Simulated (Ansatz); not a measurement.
**CF₆Ge: a ladder of functionals and wavefunction methods**

An exercise on one series of results from a longer session: the logs are not shown, and one member is left open.

The runs use Ansatz 0.2.0, Gaussian basis; functionals in def2-TZVPP, the program's frozen cores in correlated methods.

Levels to be run: LDA (SPW92), PBE-D4, revPBE-D4, BLYP-D4, r2SCAN-D4, B97M-V, PBE0-D4, B3LYP-D4, r2SCANh-D4, r2SCAN0-D4, HSE06-D4, BHLYP-D4, CAM-B3LYP-D4, LC-ωPBE, ωB97X-V, ωB97M-V, B2PLYP, PBE-QIDH; CCSD(T)/def2-SVP; MP2/def2-TZVPP; MP2/def2-QZVPP; RPA on PBE.

## Structure used throughout

An earlier PBE0-D4 in a triple-zeta def2 set relaxation fixed the geometry.

SMILES `F[C](F)(F)[Ge]([F])([F])[F]`, 8 atoms, charge 0, spin multiplicity 1.

Atoms are counted from 1 here; the program's logs count them from 0.

Bond lengths: F1–C2 1.331 Å, C2–F3 1.331 Å, C2–F4 1.331 Å, C2–Ge5 2.002 Å, Ge5–F6 1.703 Å, Ge5–F7 1.703 Å, Ge5–F8 1.703 Å. Angles: F1–C2–F3 108.4°, F1–C2–F4 108.4°, F1–C2–Ge5 110.5°, F3–C2–F4 108.4°, F3–C2–Ge5 110.5°, F4–C2–Ge5 110.5°, C2–Ge5–F6 111.1°, C2–Ge5–F7 111.1°, C2–Ge5–F8 111.1°, F6–Ge5–F7 107.8°, F6–Ge5–F8 107.8°, F7–Ge5–F8 107.8°.

Set-up of the first run:

The input, in.yaml:

```yaml
crystal:
  periodic: [false, false, false]
  atoms:
    - {symbol: F, position_ang: [0.801611, -1.034563, 1.473689]}
    - {symbol: C, position_ang: [0.793369, -0.689494, 0.187952]}
    - {symbol: F, position_ang: [0.642848, -1.792255, -0.542498]}
    - {symbol: F, position_ang: [1.971700, -0.145834, -0.109141]}
    - {symbol: Ge, position_ang: [-0.688884, 0.604145, -0.181569]}
    - {symbol: F, position_ang: [-0.511777, 2.020685, 0.746105]}
    - {symbol: F, position_ang: [-0.712569, 1.056632, -1.822678]}
    - {symbol: F, position_ang: [-2.203999, -0.076415, 0.192339]}
basis:
  gaussian: {orbitals: def2-TZVPP}
hamiltonian: {xc: lda}
output: {orbitals: {seedname: orbitals}}
```

Run with:

```console
> ansatz run in.yaml --threads 4 --pin off --events-out ev --progress --plain --max-ram 11315MiB
```

Among the steps run: LDA; PBE-D4 (GGA); revPBE-D4 (GGA); BLYP-D4 (GGA); r2SCAN-D4 (meta-GGA); B97M-V (meta-GGA); B3LYP-D4 (hybrid); r2SCANh-D4 (hybrid); r2SCAN0-D4 (hybrid); HSE06-D4 (hybrid); BHLYP-D4 (hybrid); CAM-B3LYP-D4 (range-separated); LC-ωPBE (range-separated); ωB97X-V (range-separated); ωB97M-V (range-separated); B2PLYP (double hybrid); PBE-QIDH (double hybrid).

One table of the session follows, with a row left open; its other results are not shown here.

It belongs to the step «Frontier levels by functional». 

```
  functional  HOMO (eV)  gap (eV)
 LDA (SPW92)      -9.30      6.66
      PBE-D4      -9.00      6.78
   revPBE-D4      -8.89      6.85
     BLYP-D4      -8.96      6.71
   r2SCAN-D4      -9.42      7.52
      B97M-V      -9.50      7.58
     PBE0-D4     -10.71      9.57
    B3LYP-D4     -10.51      8.93
  r2SCANh-D4     -10.05      8.54
  r2SCAN0-D4          ?         ?
    HSE06-D4     -10.30      8.79
    BHLYP-D4     -12.42     12.29
CAM-B3LYP-D4     -12.22     12.05
     LC-ωPBE     -13.42     14.72
     ωB97X-V     -13.09     14.27
     ωB97M-V     -12.99     13.97
```

**Question.** Estimate the row for r2SCAN0-D4.

Worked estimate for «HOMO (eV)». Against the share of exact exchange, r2SCAN-D4 (0, -9.42), r2SCANh-D4 (0.1, -10.05) give a slope of -6.30 per unit share; at 0.25 the line stands at -10.99.

**Answer.** HOMO (eV): -11.00; gap (eV): 10.07. In «HOMO (eV)» the line misses by +0.01.
